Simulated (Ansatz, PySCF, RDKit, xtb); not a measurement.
**Solving SiH2SO2, step by step**

Task: start from the formula SiH2SO2, draw up candidate structures, narrow them down in stages, and characterise the one that lies lowest at 298.15 K.

Plan: many cheap relaxations first (GFN2-xTB), then density-functional screening, relaxation at PBE0-D3(BJ)/def2-SVP, vibrations and a final energy. The numbers are computed, not measured.

4 further runs of the same task are left out: 4 set aside as unsound or not needed.

## Step 1: Candidates

All bonding patterns within simple valence rules are listed by program: one Lewis structure each, at most two rings and one unusual centre or charged pair. O–O, O–halogen and N–halogen bonds and N–N–N chains are not drawn. That gives 35 candidates.

c003 OSO[SiH] (triplet); c006 O1[Si@H]2O[S@@H]12; c013 O=[Si]=[SH]O; c053 O[Si@@H]1OS1; c058 O=S(=O)=[SiH2]; c066 O/[SiH]=[O+]\[S-]; c113 OSO[SiH]; c137 O=[S@@H]1=[SiH]O1; c145 OS(O)=[Si] (triplet); c193 [OH2+][si-]1os1; c196 O[si-]1[oH+]s1; c242 O[Si]OS (triplet); c275 O[Si]1=[SH]O1; c301 O/[SiH]=[O+]/[S-]; c308 O=[Si-][OH+]S; c338 O[Si](O)=S; c339 OS(O)=[Si]; c363 O=[Si](O)S; c426 O1[SiH2]OS1; c442 O=[S@@]1O[SiH2]1; c448 O=[SH]O[SiH]; c451 O=[SiH]SO; c491 O=[SH]O[SiH] (triplet); c499 O=S=[SiH]O; c715 O=S(O)#[SiH]; c768 O=[SH]#[Si]O; c776 O=[Si-](=O)[SH2+]; c861 O1[Si@H]2O[S@H]12; c862 O[Si]#SO; c901 O=[Si@@H-]1O[SH+]1; c904 O[S@@]1=[SiH]O1; c911 O=[SiH]OS; c916 O[Si]OS; c923 O1[SiH-][OH+]S1; c952 O=[SiH][SH]=O.

Candidates are built by distance geometry, with a force field where one applies, in up to four conformers (letters a to d). 5 starts with atoms placed at random are added, to find patterns that the rules miss.

Q: Predict the outcome of this search (final energies at CCSD(T)/def2-TZVP).

| quantity | value |
| --- | --- |
| lowest structure found | O[Si](O)=S, singlet, C2v |
| next finalist | O=[Si](O)S, singlet, 15.5 kcal/mol higher in G |
| share at equilibrium, among the finalists | 100.0 % |
| harmonic wavenumbers, lowest and highest (PBE0-D3(BJ)/def2-SVP) | 236 and 3915 cm⁻¹ |
| rotational constants, same geometry | 0.2755, 0.1151, 0.0812 cm⁻¹ |
| dipole moment (PBE0/def2-TZVPD) | 1.21 D |
| HOMO energy (PBE0/def2-TZVPD) | -7.45 eV |
| LUMO energy (PBE0/def2-TZVPD) | -1.28 eV |
| HOMO–LUMO gap (PBE0/def2-TZVPD) | 6.17 eV |
| lowest excitation (TD-B3LYP/def2-SVPD) | 4.75 eV (f = 0.039) |
| strongest of the states computed, same level | 5.84 eV (f = 0.043) |
| lowest triplet excitation, same level, Tamm-Dancoff | 4.43 eV |
| vertical ionisation energy | 9.69 eV |
| vertical electron affinity | -0.02 eV (unbound: the value depends on the basis) |
| vertical triplet less singlet | +4.55 eV |

`O[Si](O)=S` comes out lowest. Among the finalists first place is clear (15.5 kcal/mol); structures outside the list aren't covered. HF/STO-3G, r2SCAN-D4/def2-SVP, PBE0-D3(BJ)/def2-SVP, HF/def2-TZVP and MP2/def2-TZVP already put its bonding pattern lowest among the structures in one piece; GFN2-xTB favours the singlet O=[Si](O)S. One minimum inside the window was never screened. The search is not exhaustive (a finite list of starts, one conformer a finalist), so a lower isomer can't be ruled out. Patterns outside the rules of the enumeration were met only by chance. The lowest isomer need not be the one that is made and kept in a bottle, which depends on barriers.
